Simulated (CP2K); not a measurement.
**C2HBF (SMILES [C]#CBF), step by step**

We compute a structure relaxation (PM6), then vibrational wavenumbers, then a saddle-point search of C2HBF. 

The results are computed with CP2K 2026.2.

5 further runs of the same task are left out: 3 that didn't finish, 2 set aside as unsound or not needed.

## (1) The structure to begin with

The species is C2HBF (5 atoms), meant as a doublet with charge 0. As SMILES, `[C]#CBF`. The coordinates come from a GFN2-xTB relaxation. The run starts from this shape.

Bond lengths: C1–C2 1.204 Å, C2–B3 1.516 Å, B3–F4 1.306 Å, B3–H5 1.173 Å. Angles: C1–C2–B3 174.9°, C2–B3–F4 119.8°, C2–B3–H5 120.8°, F4–B3–H5 119.4°.

## (2) A structure relaxation at PM6 (run 1)

Input file run.inp:

```
&GLOBAL
  PROJECT run
  RUN_TYPE GEO_OPT
  PRINT_LEVEL LOW
&END GLOBAL
&FORCE_EVAL
  METHOD QUICKSTEP
  &DFT
    CHARGE 0
    MULTIPLICITY 2
    LSD T
    &QS
      METHOD PM6
      EPS_DEFAULT 1.0E-10
      &SE
        &COULOMB
          CUTOFF [angstrom] 50
          RC_RANGE [angstrom] 0
        &END COULOMB
        &EXCHANGE
          CUTOFF [angstrom] 50
          RC_RANGE [angstrom] 0
        &END EXCHANGE
      &END SE
    &END QS
    &POISSON
      PERIODIC NONE
      POISSON_SOLVER ANALYTIC
    &END POISSON
    &SCF
      SCF_GUESS ATOMIC
      EPS_SCF 1.0E-07
      MAX_SCF 100
      ADDED_MOS 8
      &DIAGONALIZATION
        ALGORITHM STANDARD
      &END DIAGONALIZATION
      &MIXING
        METHOD DIRECT_P_MIXING
        ALPHA 0.4
      &END MIXING
    &END SCF
    &PRINT
      &MOMENTS
        PERIODIC F
        REFERENCE COM
        MAX_MOMENT 1
      &END MOMENTS
      &MULLIKEN OFF
      &END MULLIKEN
      &HIRSHFELD OFF
      &END HIRSHFELD
    &END PRINT
  &END DFT
  &SUBSYS
    &CELL
      ABC [angstrom] 10.2 10.5 10.6
      PERIODIC NONE
    &END CELL
    &COORD
      UNIT bohr
      C      2.0002751    -2.0209865     2.8214556
      C      0.9373608    -0.7609927     1.2541545
      B     -0.5354917     0.6157673    -0.7823088
      F     -2.2200314    -0.6010085    -2.1136965
      H     -0.1821129     2.7672205    -1.1796048
    &END COORD
    &TOPOLOGY
      &CENTER_COORDINATES
      &END CENTER_COORDINATES
    &END TOPOLOGY
  &END SUBSYS
&END FORCE_EVAL
&MOTION
  &GEO_OPT
    OPTIMIZER BFGS
    MAX_ITER 100
    MAX_FORCE 1.0E-04
    RMS_FORCE 6.7E-05
  &END GEO_OPT
  &PRINT
    &TRAJECTORY
      &EACH
        GEO_OPT 1
      &END EACH
    &END TRAJECTORY
    &FORCES ON
      &EACH
        GEO_OPT 1
      &END EACH
    &END FORCES
    &RESTART OFF
    &END RESTART
    &RESTART_HISTORY OFF
    &END RESTART_HISTORY
  &END PRINT
&END MOTION
```

On the command line:

```bash
$ OMP_NUM_THREADS=1 cp2k.psmp -i run.inp -o run.out
```

Standard output:

```text
CP2K| version string:                                       CP2K version 2026.2
[...]
 GLOBAL| Method name                                                        CP2K
[...]
 GLOBAL| Run type                                                        GEO_OPT
[...]
                             - Atoms:                                          5
[...]
                             - Spherical basis functions:                     17
[...]
 Number of electrons:                                                         10
[...]
     1 P_Mix/Diag. 0.40E+00    0.0     0.36224376       -24.7483587698 -2.47E+01
[...]
  *** SCF run converged in    33 steps ***
[...]
 ENERGY| Total FORCE_EVAL ( QS ) energy [hartree]            -28.713875419683006
[...]
 OPT| Step number                                                              0
[...]
 OPT| Total energy [hartree]                                      -28.7138754197
[...]
 OPT| Step number                                                              6
[...]
 OPT| Total energy [hartree]                                      -28.7151238278
[...]
     3 DIIS/Diag.  0.78E-08    0.0     0.00000008       -28.7151240487 -1.42E-14
  *** SCF run converged in     3 steps ***
  Core-core repulsion energy [eV]:                            824.81320836809107
  Core Hamiltonian energy [eV]:                             -1283.88965528944755
  Two-electron integral energy [eV]:                         -644.60363211456195
  Electronic energy [eV]:                                   -1606.19147134672858
  Total energy [eV]:                                         -781.37826297863762
  Atomic reference energy [eV]:                               783.12838109598715
  Heat of formation [kcal/mol]:                                40.35868575422475
[...]
 ENERGY| Total FORCE_EVAL ( QS ) energy [hartree]            -28.715124048730537
[...]
```

Wall time 2 s (1 thread of Intel Xeon Platinum 8259CL at 2.50GHz (Skylake/Cascade Lake), shared host); peak memory 0.19 GiB.

Step by step:

```
step  energy from the first frame kept (eV)  largest force (eV/Å)
   1                                 0.0000                0.4374
   2                                -0.0021                0.1442
   3                                -0.0024                0.0341
   4                                -0.0024                0.0075
   5                                -0.0024                0.0114
   6                                -0.0024                0.0143
   7                                -0.0024                0.0074
   8                                -0.0024                0.0074
```

After the run. Bond lengths: C1–C2 1.195 Å, C2–B3 1.523 Å, B3–F4 1.331 Å, B3–H5 1.182 Å. Angles: C1–C2–B3 179.9°, C2–B3–F4 116.0°, C2–B3–H5 123.0°, F4–B3–H5 121.0°.

## (3) Vibrational wavenumbers at PM6 (run 2)

Input file qs.inp:

```
&GLOBAL
    PROJECT qs
    RUN_TYPE VIBRATIONAL_ANALYSIS
    PRINT_LEVEL LOW
&END GLOBAL
&FORCE_EVAL
    METHOD QUICKSTEP
    &DFT
        MULTIPLICITY 2
        UKS T
        &QS
            METHOD PM6
            EPS_DEFAULT 1.0E-10
            &SE
                &COULOMB
                    CUTOFF [angstrom] 50
                    RC_RANGE [angstrom] 0
                &END COULOMB
                &EXCHANGE
                    CUTOFF [angstrom] 50
                    RC_RANGE [angstrom] 0
                &END EXCHANGE
            &END SE
        &END QS
        &POISSON
            PERIODIC NONE
            POISSON_SOLVER ANALYTIC
        &END POISSON
        &SCF
            SCF_GUESS ATOMIC
            EPS_SCF 1.0E-08
            MAX_SCF 100
            ADDED_MOS 8
            &DIAGONALIZATION
                ALGORITHM STANDARD
            &END DIAGONALIZATION
            &MIXING
                METHOD DIRECT_P_MIXING
                ALPHA 0.4
            &END MIXING
        &END SCF
        &PRINT
            &MOMENTS
                PERIODIC F
                REFERENCE COM
                MAX_MOMENT 1
            &END MOMENTS
            &MULLIKEN OFF
            &END MULLIKEN
            &HIRSHFELD OFF
            &END HIRSHFELD
        &END PRINT
    &END DFT
    &SUBSYS
        &CELL
            ABC 10.2 10.5 10.6
            PERIODIC NONE
        &END CELL
        &COORD
            UNIT bohr
            C     11.7602967     7.5567748    12.4847156
            C     10.6462975     8.7195270    10.9007529
            B      9.2247642    10.1972721     8.8813103
            F      7.5230280     8.9007669     7.5593996
            H      9.5830053    12.3653605     8.4821604
        &END COORD
        &TOPOLOGY
            &CENTER_COORDINATES
            &END CENTER_COORDINATES
        &END TOPOLOGY
    &END SUBSYS
&END FORCE_EVAL
&VIBRATIONAL_ANALYSIS
    DX 0.01
    INTENSITIES T
    NPROC_REP 1
    &PRINT
        &PROGRAM_RUN_INFO ON
        &END PROGRAM_RUN_INFO
    &END PRINT
&END VIBRATIONAL_ANALYSIS
```

On the command line:

```bash
$ OMP_NUM_THREADS=1 cp2k.psmp -i qs.inp -o qs.out
```

Standard output:

```text
CP2K| version string:                                       CP2K version 2026.2
[...]
 GLOBAL| Method name                                                        CP2K
[...]
 GLOBAL| Run type                                           VIBRATIONAL_ANALYSIS
[...]
 *** WARNING in qs_environment.F:2210 :: More added MOs requested than     ***
 *** available. The full set of unoccupied MOs will be used. Use           ***
 *** 'ADDED_MOS -1' to always use all available MOs and to get rid of this ***
[...]
                             - Atoms:                                          5
[...]
                             - Spherical basis functions:                     17
[...]
  Dipole moment [Debye]
    X=    0.00134195 Y=   -0.00036838 Z=    0.00974093     Total=     0.00983983
 VIB|
[...]
 VIB|Frequency (cm^-1)  1.8088848504E+02    2.6939022030E+02    4.5474709668E+02
 VIB|IR int (KM/Mole)   1.5813547047E+00    1.2462106546E+01    1.8981259068E+01
[...]
 VIB|Frequency (cm^-1)  8.1388203200E+02    9.3029123742E+02    1.0179030601E+03
 VIB|IR int (KM/Mole)   8.2371486915E+01    1.3120445257E+01    1.3001338797E+02
[...]
 VIB|Frequency (cm^-1)  1.3165625469E+03    2.3863053336E+03    2.8973918543E+03
 VIB|IR int (KM/Mole)   4.2558190315E+02    2.1235784756E+02    3.5539488412E-02
[...]
```

It took 8.1 s on 1 thread of Intel Xeon Platinum 8259CL at 2.50GHz (Skylake/Cascade Lake), shared host; peak memory 0.19 GiB.

## (4) A saddle-point search at PM6 (run 3)

Input file molecule.inp:

```
&GLOBAL
   PROJECT molecule
   RUN_TYPE GEO_OPT
   PRINT_LEVEL LOW
&END

&FORCE_EVAL
   METHOD QUICKSTEP
   &DFT
      MULTIPLICITY 2
      UKS T
      # Quickstep
      &QS
         METHOD PM6
         EPS_DEFAULT 1.0E-10
         &SE
            &COULOMB
               CUTOFF [angstrom] 50
               RC_RANGE [angstrom] 0
            &END
            &EXCHANGE
               CUTOFF [angstrom] 50
               RC_RANGE [angstrom] 0
            &END
         &END
      &END
      # no periodic images
      &POISSON
         PERIODIC NONE
         POISSON_SOLVER ANALYTIC
      &END
      # self-consistent field
      &SCF
         SCF_GUESS ATOMIC
         EPS_SCF 1.0E-08
         MAX_SCF 100
         ADDED_MOS 8
         &DIAGONALIZATION
            ALGORITHM STANDARD
         &END
         &MIXING
            METHOD DIRECT_P_MIXING
            ALPHA 0.4
         &END
      &END
      # extra output
      &PRINT
         &MOMENTS
            PERIODIC F
            REFERENCE COM
            MAX_MOMENT 1
         &END
         &MULLIKEN OFF
         &END
         &HIRSHFELD OFF
         &END
      &END
   &END
   &SUBSYS
      &CELL
         ABC 9.7 11.2 10.3
         PERIODIC NONE
      &END
      &COORD
         UNIT bohr
         C     10.9475198     6.7731129    11.9116902
         C     10.9737284     9.7656945    10.8710785
         B      9.2651987    10.7602631     8.7224561
         F      7.8395402     8.3862644     8.0752117
         H      8.9668601    12.8965077     7.6454124
      &END
      &TOPOLOGY
         &CENTER_COORDINATES
         &END
      &END
   &END
&END

&MOTION
   &GEO_OPT
      TYPE TRANSITION_STATE
      OPTIMIZER CG
      MAX_ITER 80
      MAX_FORCE 6.0E-4
      RMS_FORCE 4.0E-4
      &CG
         &LINE_SEARCH
            TYPE 2PNT
            &2PNT
               MAX_ALLOWED_STEP 0.15
               LINMIN_GRAD_ONLY T
            &END
         &END
      &END
      &TRANSITION_STATE
         METHOD DIMER
         &DIMER
            DR [angstrom] 0.01
            INTERPOLATE_GRADIENT T
            ANGLE_TOLERANCE [deg] 5.0
            &ROT_OPT
               OPTIMIZER CG
               MAX_ITER 10
               &CG
                  &LINE_SEARCH
                     TYPE 2PNT
                     &2PNT
                        MAX_ALLOWED_STEP 0.15
                     &END
                  &END
               &END
            &END
            &DIMER_VECTOR
                -0.35842  -0.34558  -0.25269
                 0.14439   0.46134  -0.01309
                 0.01783   0.24827  -0.07005
                 0.13958  -0.22689   0.22746
                -0.27171   0.23423  -0.36899
            &END
         &END
      &END
   &END
   &PRINT
      &TRAJECTORY
         &EACH
            GEO_OPT 1
         &END
      &END
      &FORCES ON
         &EACH
            GEO_OPT 1
         &END
      &END
      &RESTART OFF
      &END
      &RESTART_HISTORY OFF
      &END
   &END
&END
```

On the command line:

```bash
$ OMP_NUM_THREADS=1 cp2k.psmp molecule.inp > molecule.out
```

Standard output:

```text
CP2K| version string:                                       CP2K version 2026.2
 CP2K| Input file name                                              molecule.inp

[... 28 lines left out ...]
 *** WARNING in qs_environment.F:2210 :: More added MOs requested than     ***
[... 71 lines left out ...]
  Step     Update method      Time    Convergence         Total energy    Change
[... 112 lines left out ...]
  Heat of formation [kcal/mol]:                               153.11703294227507
[... 5 lines left out ...]
 *  \___/     SCF run NOT converged. To continue the calculation regardless,   *
 *    |             please set the keyword IGNORE_CONVERGENCE_FAILURE.         *
[... 5 lines left out ...]
 ===== Routine Calling Stack =====

           10 scf_env_do_scf
            9 qs_energies
            8 qs_forces
            7 cp_eval_at_ts_low
            6 cp_eval_at_ts
            5 cp_eval_at
            4 cp_cg_main
            3 geoopt_cg
            2 cp_geo_opt
            1 CP2K
```

Wall time 1.4 s (1 thread of Intel Xeon Platinum 8259CL at 2.50GHz (Skylake/Cascade Lake), shared host); peak memory 0.18 GiB.

The iterations ended before the threshold was met.

## (5) What came out

| quantity | value |
| --- | --- |
| run 1, PM6: total energy at the end | -28.71512 Eh |
| run 1, PM6: dipole moment | 1.23 D |
| run 1, PM6: heat of formation | 40.4 kcal/mol |
| run 2, PM6: lowest harmonic wavenumber | 181 cm⁻¹ |
| run 2, PM6: highest harmonic wavenumber | 2897 cm⁻¹ |
| run 2, PM6: zero-point energy | 61.4 kJ/mol |
| run 3, PM6 | no result (not converged) |

**Reading.** The optimisation (run 1, PM6) took 7 steps. All 9 modes (run 2, PM6) are real, so the shape is a minimum at this level. 1 of the 3 runs did not end normally.
